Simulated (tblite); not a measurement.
# C5H11GaOS: the cost of one run

Computed with tblite 0.8.0 and PySCF 2.14.0, with density-fitted response routines of our own, on a single molecule in the gas phase. Atoms are numbered from 0 throughout.

### 1 Starting geometry

19 atoms, charge 0, multiplicity 1; geometry from: force field or distance geometry start.

Bonds of the start (Å): C0–O1 1.41, O1–Ga2 1.74, Ga2–C3 2.12, C3–C4 1.47, C3–C5 1.34, C5–S6 1.80, S6–C7 1.82, C0–H8 1.11, C0–H9 1.10, C0–H10 1.10, Ga2–H11 1.68, C4–H12 1.11, C4–H13 1.13, C4–H14 1.12, C5–H15 1.09, C7–H16 1.09, C7–H17 1.10, C7–H18 1.13.

### 2 Relaxing the molecule with GFN2-xTB

What the job is given:

```
{"job": {"kind": "relax", "xc": "GFN2-xTB", "basis": "xTB"}, "charge": 0, "multiplicity": 1}
C      2.719700    -1.927100     0.189800
O      2.474100    -0.817800    -0.653000
Ga     1.060200     0.129500    -1.005900
C     -0.240600     1.482500    -0.022600
C      0.159200     2.637000     0.801200
C     -1.503800     1.103500    -0.233000
S     -1.873900    -0.342700    -1.245000
C     -2.579700    -1.545300    -0.080500
H      2.092900    -1.758600     1.091300
H      2.401000    -2.843800    -0.336500
H      3.782200    -2.021300     0.445400
H      1.218700     0.639400    -2.601900
H      0.028500     2.480000     1.888400
H      1.243100     2.831200     0.559800
H     -0.397700     3.543700     0.448900
H     -2.286500     1.697800     0.229100
H     -2.154800    -2.548200    -0.186000
H     -2.458500    -1.198900     0.959800
H     -3.693600    -1.531500    -0.256800
```

The run is started by

```console
$ OMP_NUM_THREADS=1 python probes_run.py task.json out
```

This one command runs all jobs of the session in turn.

**Question.** How long does this first job take on 1 thread of Arm Neoverse N1, shared host?

About 2.1 s.
